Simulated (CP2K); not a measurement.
# TiO2 (titanium dioxide): a chain of runs

We compute a series of 8 runs (PBE0/pcseg-1) of O2Ti. The setting varied is the cutoff. 

Program for the calculation: CP2K 2026.2.

6 further runs of the same task are left out: 3 that didn't finish, 3 set aside as unsound or not needed.

## Step 1: Starting point

The species is TiO2 (3 atoms), meant as a singlet with charge 0. SMILES: `[O]=[Ti]=[O]`. The shape is that of a PBE0-D4/def2-TZVP optimisation.

Bond lengths: O1–Ti2 1.628 Å, Ti2–O3 1.628 Å. Angles: O1–Ti2–O3 111.8°.

## Step 2: Energy and forces at PBE0/pcseg-1 (run 1)

molecule.xyz reads:

```xyz
3

O      0.921000     0.928800     0.444600
Ti     0.135000    -0.492000     0.331600
O     -1.056100    -0.436800    -0.776200
```

job.inp reads:

```
&GLOBAL
 PROJECT job
 RUN_TYPE ENERGY_FORCE
 PRINT_LEVEL MEDIUM
&END GLOBAL
&FORCE_EVAL
 METHOD QS
 &DFT
  BASIS_SET_FILE_NAME ./pcseg_1.basis
  POTENTIAL_FILE_NAME POTENTIAL
  CHARGE 0
  MULTIPLICITY 1
  &QS
   METHOD GAPW
   EPS_DEFAULT 1.0E-10
  &END QS
  &MGRID
   CUTOFF 200
   REL_CUTOFF 50
   NGRIDS 4
  &END MGRID
  &POISSON
   PERIODIC NONE
   POISSON_SOLVER MULTIPOLE
  &END POISSON
  &SCF
   SCF_GUESS ATOMIC
   EPS_SCF 1.0E-06
   MAX_SCF 50
   &OT ON
    MINIMIZER DIIS
    PRECONDITIONER FULL_ALL
   &END OT
   &OUTER_SCF
    EPS_SCF 1.0E-06
    MAX_SCF 10
   &END OUTER_SCF
  &END SCF
  &XC
   &XC_FUNCTIONAL
    &PBE
     SCALE_X 0.75
     SCALE_C 1.0
    &END PBE
   &END XC_FUNCTIONAL
   &HF
    FRACTION 0.25
    &SCREENING
     EPS_SCHWARZ 1.0E-09
     SCREEN_ON_INITIAL_P F
    &END SCREENING
    &INTERACTION_POTENTIAL
     POTENTIAL_TYPE COULOMB
    &END INTERACTION_POTENTIAL
    &MEMORY
     MAX_MEMORY 1750
    &END MEMORY
   &END HF
  &END XC
  &PRINT
   &MOMENTS
    PERIODIC F
    REFERENCE COM
    MAX_MOMENT 1
   &END MOMENTS
   &MO_CUBES
    NLUMO 1
    NHOMO -1
    WRITE_CUBE F
   &END MO_CUBES
   &HIRSHFELD OFF
   &END HIRSHFELD
  &END PRINT
 &END DFT
 &SUBSYS
  &CELL
   ABC [angstrom] 9 8.4 8.2
   PERIODIC NONE
  &END CELL
  &TOPOLOGY
   COORD_FILE_NAME molecule.xyz
   COORD_FILE_FORMAT XYZ
   &CENTER_COORDINATES
   &END CENTER_COORDINATES
  &END TOPOLOGY
  &KIND O
   BASIS_SET pcseg-1
   POTENTIAL ALL
  &END KIND
  &KIND Ti
   BASIS_SET pcseg-1
   POTENTIAL ALL
  &END KIND
 &END SUBSYS
 &PRINT
  &FORCES ON
  &END FORCES
 &END PRINT
&END FORCE_EVAL
```

Started as:

```console
OMP_NUM_THREADS=2 cp2k.psmp -i job.inp > job.out 2>&1
```

What it wrote:

```text
CP2K| version string:                                       CP2K version 2026.2
[...]
 GLOBAL| Method name                                                        CP2K
[...]
 GLOBAL| Run type                                                   ENERGY_FORCE
[...]
 DFT| Spin restricted Kohn-Sham (RKS) calculation                            RKS
 DFT| Multiplicity                                                             1
[...]
 DFT| Charge                                                                   0
[...]
 FUNCTIONAL| PBE:
 QS| Method:                                                                GAPW
[...]
 QS| Density cutoff [a.u.]:                                                100.0
[...]
 QS| Relative density cutoff [a.u.]:                                        25.0
[...]
                             - Atoms:                                          3
[...]
                             - Spherical basis functions:                     59
[...]
 Number of electrons:                                                         38
[...]
     1 OT DIIS     0.15E+00    2.1     0.57825188      -957.4934995290 -9.57E+02
[...]
     9 OT DIIS     0.15E+00    0.2     0.00000051      -999.4521615960  1.61E-10
  *** SCF run converged in     9 steps ***
[...]
  Overlap energy of the core charge distribution:               0.00000000136273
  Self energy of the core charge distribution:               -505.11992260983453
  Core Hamiltonian energy:                                   -521.46523818649723
  Hartree energy:                                              94.23891140612952
  Exchange-correlation energy:                                -12.54677191207835
  Hartree-Fock Exchange energy:                               -14.33871540448654
[...]
                     Mulliken Population Analysis
 #  Atom  Element  Kind  Atomic population                           Net charge
       1     O        1          8.589221                             -0.589221
       2     Ti       2         20.822292                              1.177708
       3     O        1          8.588486                             -0.588486
 # Total charge                             38.000000                  0.000000
[...]
  Dipole moment [Debye]
    X=  0.1544064E+01 Y= -0.5647985E+01 Z=  0.3814598E+01  Total=      6.9882061
[...]
 HOMO - LUMO gap [eV] :    4.564839
[...]
 ENERGY| Total FORCE_EVAL ( QS ) energy [hartree]           -999.452161596616179
 FORCES| Atomic forces [hartree/bohr]
 FORCES|   Atom     x               y               z               |f|
 FORCES|      1  1.42611909E-03  3.13648985E-03  2.03892965E-04   3.45151511E-03
 FORCES|      2  1.00244960E-03 -3.29786538E-03  2.27809684E-03   4.13165178E-03
 FORCES|      3 -2.21191586E-03  7.70620553E-04 -2.74726756E-03   3.61025025E-03
 FORCES| Sum     2.16652829E-04  6.09245022E-04 -2.65277755E-04
 FORCES| Total atomic force                                       6.98920763E-04
[...]
```

Run time: 22 s. Hardware: 2 threads of Arm Neoverse V2, shared host; peak memory 0.52 GiB.

## Step 3: The distorted shape: energy and gradient at PBE0/pcseg-1 (run 2)

molecule.xyz reads:

```xyz
3

O      1.707002     2.349604     0.557600
Ti     0.135000    -0.492000     0.331600
O     -1.056100    -0.436800    -0.776200
```

mol.inp reads:

```
&FORCE_EVAL
   METHOD QUICKSTEP
   &DFT
      BASIS_SET_FILE_NAME ./pcseg_1.basis
      POTENTIAL_FILE_NAME POTENTIAL
      &QS
         METHOD GAPW
         EPS_DEFAULT 1.0E-10
      &END QS
      &MGRID
         CUTOFF 200
         REL_CUTOFF 50
         NGRIDS 4
      &END MGRID
      &POISSON
         PERIODIC NONE
         POISSON_SOLVER MULTIPOLE
      &END POISSON
      # SCF settings
      &SCF
         SCF_GUESS ATOMIC
         EPS_SCF 1.0E-06
         MAX_SCF 50
         &OT
            MINIMIZER DIIS
            PRECONDITIONER FULL_ALL
         &END OT
         &OUTER_SCF
            EPS_SCF 1.0E-06
            MAX_SCF 10
         &END OUTER_SCF
      &END SCF
      # exchange and correlation
      &XC
         &XC_FUNCTIONAL
            &PBE
               SCALE_X 0.75
               SCALE_C 1.0
            &END PBE
         &END XC_FUNCTIONAL
         # exact exchange
         &HF
            FRACTION 0.25
            &SCREENING
               EPS_SCHWARZ 1.0E-09
            &END SCREENING
            &MEMORY
               MAX_MEMORY 1750
            &END MEMORY
         &END HF
      &END XC
      &PRINT
         &MOMENTS
            PERIODIC F
            REFERENCE COM
            MAX_MOMENT 1
         &END MOMENTS
         &MO_CUBES
            NLUMO 1
            NHOMO -1
            WRITE_CUBE F
         &END MO_CUBES
         &HIRSHFELD OFF
         &END HIRSHFELD
      &END PRINT
   &END DFT
   &SUBSYS
      &CELL
         ABC 9.8 9.8 8.3
         PERIODIC NONE
      &END CELL
      &TOPOLOGY
         COORD_FILE_NAME molecule.xyz
         COORD_FILE_FORMAT XYZ
         &CENTER_COORDINATES
         &END CENTER_COORDINATES
      &END TOPOLOGY
      &KIND O
         BASIS_SET pcseg-1
         POTENTIAL ALL
      &END KIND
      &KIND Ti
         BASIS_SET pcseg-1
         POTENTIAL ALL
      &END KIND
   &END SUBSYS
   &PRINT
      &FORCES ON
      &END FORCES
   &END PRINT
&END FORCE_EVAL
&GLOBAL
   PROJECT mol
   RUN_TYPE ENERGY_FORCE
   PRINT_LEVEL MEDIUM
&END GLOBAL
```

Started as:

```console
OMP_NUM_THREADS=2 cp2k.psmp -i mol.inp > mol.out 2>&1
```

What it wrote:

```text
CP2K| version string:                                       CP2K version 2026.2
 CP2K| Input file name                                                   mol.inp

[... 259 lines left out ...]
  Decoupling Energy:                                               0.0028616644
[... 176 lines left out ...]
  Decoupling Energy:                                               0.0054199868
[... 176 lines left out ...]
  Decoupling Energy:                                               0.0054320885
[... 199 lines left out ...]
  Decoupling Energy:                                               0.0130955258
[... 176 lines left out ...]
  Decoupling Energy:                                               2.3048772144
[... 188 lines left out ...]
  Core Hamiltonian energy:                                    -77.74437210306871
[... 187 lines left out ...]
  Decoupling Energy:                                               0.0044956166
[... 176 lines left out ...]
  Decoupling Energy:                                               0.0596620846
[... 185 lines left out ...]
  Hartree-Fock Exchange energy:                               -19.42303699251177
[... 1 line left out ...]
  GAPW| Exc from hard and soft atomic rho1:                   -31.92939018224091
  GAPW| local Eh = 1 center integrals:                        -45.75157817420242

  Total energy:                                              -702.67079466971541

  outer SCF iter =   11 RMS gradient =   0.32E-01 energy =       -702.6707946697
  outer SCF loop FAILED to converge after   11 iterations or  550 steps

 *******************************************************************************
 *   ___                                                                       *
 *  /   \                                                                      *
 * [ABORT]                                                                     *
 *  \___/     SCF run NOT converged. To continue the calculation regardless,   *
 *    |             please set the keyword IGNORE_CONVERGENCE_FAILURE.         *
 *  O/|                                                                        *
 * /| |                                                                        *
 * / \                                                            qs_scf.F:702 *
 *******************************************************************************

 ===== Routine Calling Stack =====

            4 scf_env_do_scf
            3 qs_energies
            2 qs_forces
            1 CP2K

Program received signal SIGABRT: Process abort signal.
```

Wall time 2.2 min (2 threads of Arm Neoverse V2, shared host); peak memory 0.56 GiB.

The run stopped without converging.

## Step 4: Energy and gradient at PBE0/pcseg-1 (run 3)

molecule.xyz reads:

```xyz
3

O      0.921000     0.928800     0.444600
Ti     0.135000    -0.492000     0.331600
O     -1.056100    -0.436800    -0.776200
```

mol.inp: that of step 3 with these lines changed.

```diff
@@ -1,3 +1,9 @@
+&GLOBAL
+   PROJECT mol
+   RUN_TYPE ENERGY_FORCE
+   PRINT_LEVEL MEDIUM
+&END GLOBAL
+
 &FORCE_EVAL
-   METHOD QUICKSTEP
+   METHOD Quickstep
    &DFT
@@ -10,3 +16,3 @@
       &MGRID
-         CUTOFF 200
+         CUTOFF 280
          REL_CUTOFF 50
@@ -14,2 +20,3 @@
       &END MGRID
+      ! no periodic images
       &POISSON
@@ -18,3 +25,2 @@
       &END POISSON
-      # SCF settings
       &SCF
@@ -32,3 +38,3 @@
       &END SCF
-      # exchange and correlation
+      ! functional
       &XC
@@ -40,3 +46,3 @@
          &END XC_FUNCTIONAL
-         # exact exchange
+         ! exact exchange
          &HF
@@ -51,2 +57,3 @@
       &END XC
+      ! extra output
       &PRINT
@@ -68,3 +75,3 @@
       &CELL
-         ABC 9.8 9.8 8.3
+         ABC 9 8.4 8.2
          PERIODIC NONE
@@ -86,2 +93,3 @@
    &END SUBSYS
+   ! extra output
    &PRINT
@@ -91,6 +99 @@
 &END FORCE_EVAL
-&GLOBAL
-   PROJECT mol
-   RUN_TYPE ENERGY_FORCE
-   PRINT_LEVEL MEDIUM
-&END GLOBAL
```

Started as:

```console
OMP_NUM_THREADS=2 cp2k.psmp -i mol.inp -o mol.out
```

What it wrote, cut to the lines that bear on the results:

```text
CP2K| version string:                                       CP2K version 2026.2
[...]
 GLOBAL| Method name                                                        CP2K
[...]
 GLOBAL| Run type                                                   ENERGY_FORCE
[...]
 DFT| Spin restricted Kohn-Sham (RKS) calculation                            RKS
 DFT| Multiplicity                                                             1
[...]
 DFT| Charge                                                                   0
[...]
 FUNCTIONAL| PBE:
 QS| Method:                                                                GAPW
[...]
 QS| Density cutoff [a.u.]:                                                140.0
[...]
 QS| Relative density cutoff [a.u.]:                                        25.0
[...]
                             - Atoms:                                          3
[...]
                             - Spherical basis functions:                     59
[...]
 Number of electrons:                                                         38
[...]
     1 OT DIIS     0.15E+00    2.2     0.57825197      -957.4934287600 -9.57E+02
[...]
     9 OT DIIS     0.15E+00    0.3     0.00000051      -999.4521654421 -6.47E-10
  *** SCF run converged in     9 steps ***
[...]
  Overlap energy of the core charge distribution:               0.00000000136273
  Self energy of the core charge distribution:               -505.11992260983453
  Core Hamiltonian energy:                                   -521.46523926193538
  Hartree energy:                                              94.23891957937415
  Exchange-correlation energy:                                -12.54677348877048
  Hartree-Fock Exchange energy:                               -14.33871710038126
[...]
                     Mulliken Population Analysis
 #  Atom  Element  Kind  Atomic population                           Net charge
       1     O        1          8.589267                             -0.589267
       2     Ti       2         20.822224                              1.177776
       3     O        1          8.588509                             -0.588509
 # Total charge                             38.000000                 -0.000000
[...]
  Dipole moment [Debye]
    X=  0.1543935E+01 Y= -0.5648200E+01 Z=  0.3814427E+01  Total=      6.9882586
[...]
 HOMO - LUMO gap [eV] :    4.565529
[...]
 ENERGY| Total FORCE_EVAL ( QS ) energy [hartree]           -999.452165442708520
[...]
```

Wall time 28 s (2 threads of Arm Neoverse V2, shared host); peak memory 0.66 GiB.

Runs 4 to 7 aren't shown in full; the table further down has their settings and results.

## Step 5: The distorted shape: energy and forces at PBE0/pcseg-1 (run 8)

molecule.xyz reads:

```xyz
3

O      1.707002     2.349604     0.557600
Ti     0.135000    -0.492000     0.331600
O     -1.056100    -0.436800    -0.776200
```

molecule.inp reads:

```
&GLOBAL
  PROJECT_NAME molecule
  RUN_TYPE ENERGY_FORCE
  PRINT_LEVEL MEDIUM
&END GLOBAL

&FORCE_EVAL
  METHOD Quickstep
  &DFT
    BASIS_SET_FILE_NAME ./pcseg_1.basis
    POTENTIAL_FILE_NAME POTENTIAL
    CHARGE 0
    MULTIPLICITY 1
    ! Quickstep
    &QS
      METHOD GAPW
      EPS_DEFAULT 1.0E-10
    &END QS
    &MGRID
      CUTOFF 550
      REL_CUTOFF 50
      NGRIDS 4
    &END MGRID
    ! no periodic images
    &POISSON
      PERIODIC NONE
      POISSON_SOLVER MULTIPOLE
    &END POISSON
    ! self-consistent field
    &SCF
      SCF_GUESS ATOMIC
      EPS_SCF 1.0E-06
      MAX_SCF 50
      &OT ON
        MINIMIZER DIIS
        PRECONDITIONER FULL_ALL
      &END OT
      &OUTER_SCF
        EPS_SCF 1.0E-06
        MAX_SCF 10
      &END OUTER_SCF
    &END SCF
    ! functional
    &XC
      &XC_FUNCTIONAL
        &PBE
          SCALE_X 0.75
          SCALE_C 1.0
        &END PBE
      &END XC_FUNCTIONAL
      ! exact exchange
      &HF
        FRACTION 0.25
        &SCREENING
          EPS_SCHWARZ 1.0E-09
          SCREEN_ON_INITIAL_P F
        &END SCREENING
        &INTERACTION_POTENTIAL
          POTENTIAL_TYPE COULOMB
        &END INTERACTION_POTENTIAL
        &MEMORY
          MAX_MEMORY 1750
        &END MEMORY
      &END HF
    &END XC
    ! extra output
    &PRINT
      &MOMENTS
        PERIODIC F
        REFERENCE COM
        MAX_MOMENT 1
      &END MOMENTS
      &MO_CUBES
        NLUMO 1
        NHOMO -1
        WRITE_CUBE F
      &END MO_CUBES
      &HIRSHFELD OFF
      &END HIRSHFELD
    &END PRINT
  &END DFT
  ! atoms, cell and kinds
  &SUBSYS
    ! vacuum box
    &CELL
      ABC [angstrom] 9.8 9.8 8.3
      PERIODIC NONE
    &END CELL
    &TOPOLOGY
      COORD_FILE_NAME molecule.xyz
      COORD_FILE_FORMAT XYZ
      &CENTER_COORDINATES
      &END CENTER_COORDINATES
    &END TOPOLOGY
    &KIND O
      BASIS_SET pcseg-1
      POTENTIAL ALL
    &END KIND
    &KIND Ti
      BASIS_SET pcseg-1
      POTENTIAL ALL
    &END KIND
  &END SUBSYS
  ! extra output
  &PRINT
    &FORCES ON
    &END FORCES
  &END PRINT
&END FORCE_EVAL
```

Started as:

```console
OMP_NUM_THREADS=2 cp2k.psmp molecule.inp > molecule.out
```

What it wrote:

```text
CP2K| version string:                                       CP2K version 2026.2
 CP2K| Input file name                                              molecule.inp

[... 295 lines left out ...]
                  Iteration          Convergence                     Energy [au]
[... 217 lines left out ...]
  Decoupling Energy:                                               0.0053998964
[... 180 lines left out ...]
  Decoupling Energy:                                               0.0052426846
[... 203 lines left out ...]
  Decoupling Energy:                                               0.0163056438
[... 180 lines left out ...]
  Decoupling Energy:                                               1.1511545557
[... 180 lines left out ...]
  Decoupling Energy:                                               0.1610329474
[... 203 lines left out ...]
  Decoupling Energy:                                               0.5378909492
[... 180 lines left out ...]
  Decoupling Energy:                                               0.0088802676
[... 189 lines left out ...]
  Hartree-Fock Exchange energy:                               -23.35734171659864
[... 1 line left out ...]
  GAPW| Exc from hard and soft atomic rho1:                   -41.85800071200505
  GAPW| local Eh = 1 center integrals:                         60.11045329573315

  Total energy:                                             -1289.87381377886209

  outer SCF iter =   11 RMS gradient =   0.11E-01 energy =      -1289.8738137789
  outer SCF loop FAILED to converge after   11 iterations or  550 steps

 *******************************************************************************
 *   ___                                                                       *
 *  /   \                                                                      *
 * [ABORT]                                                                     *
 *  \___/     SCF run NOT converged. To continue the calculation regardless,   *
 *    |             please set the keyword IGNORE_CONVERGENCE_FAILURE.         *
 *  O/|                                                                        *
 * /| |                                                                        *
 * / \                                                            qs_scf.F:702 *
 *******************************************************************************

 ===== Routine Calling Stack =====

            4 scf_env_do_scf
            3 qs_energies
            2 qs_forces
            1 CP2K

Program received signal SIGABRT: Process abort signal.
```

It took 10 min on 2 threads of Arm Neoverse V2, shared host; peak memory 1.3 GiB.

The iterations ended before the threshold was met.

## Step 6: Overview of the runs

```
run  cutoff             cell        partner    energy (Eh)  wall time
  1     200    (9, 8.4, 8.2)           base    -999.452162       22 s
  2     200  (9.8, 9.8, 8.3)  O1–Ti2 3.26 Å  not converged    2.2 min
  3     280    (9, 8.4, 8.2)           base    -999.452165       28 s
  4     280  (9.8, 9.8, 8.3)  O1–Ti2 3.26 Å  not converged      3 min
  5     400    (9, 8.4, 8.2)           base    -999.452173       37 s
  6     400  (9.8, 9.8, 8.3)  O1–Ti2 3.26 Å  not converged    5.9 min
  7     550    (9, 8.4, 8.2)           base    -999.452179       59 s
  8     550  (9.8, 9.8, 8.3)  O1–Ti2 3.26 Å  not converged     10 min
```

Convergence of the total energy of singlet TiO2 with the cutoff, against the last point:

```
cutoff  from the last (mEh)  wall time
200 Ry               +0.017       22 s
280 Ry               +0.013       28 s
400 Ry               +0.006       37 s
550 Ry               +0.000       59 s
```

Convergence of the dipole moment of singlet TiO2 with the cutoff, against the last point:

```
cutoff  from the last (D)  wall time
200 Ry            -0.0000       22 s
280 Ry            +0.0000       28 s
400 Ry            -0.0000       37 s
550 Ry            +0.0000       59 s
```

## Step 7: What came out

| quantity | value |
| --- | --- |
| run 7, PBE0/pcseg-1: total energy | -999.45218 Eh |
| run 7, PBE0/pcseg-1: dipole moment | 6.99 D |
| run 7, PBE0/pcseg-1: HOMO energy | -7.24 eV |
| run 7, PBE0/pcseg-1: LUMO energy | -2.67 eV |
| run 7, PBE0/pcseg-1: HOMO–LUMO gap | 4.57 eV |
| run 7, PBE0/pcseg-1: largest force on an atom | 0.214 eV/Å |

In words: For the total energy of singlet TiO2 to stay within 0.01 mEh of the last point, 400 Ry is the first point of the series from which all later ones do (37 s against 59 s). The total energy agrees within 0.001 eV over the runs. All runs together took 24 min, the longest 10 min. 4 of the 8 runs did not end normally.
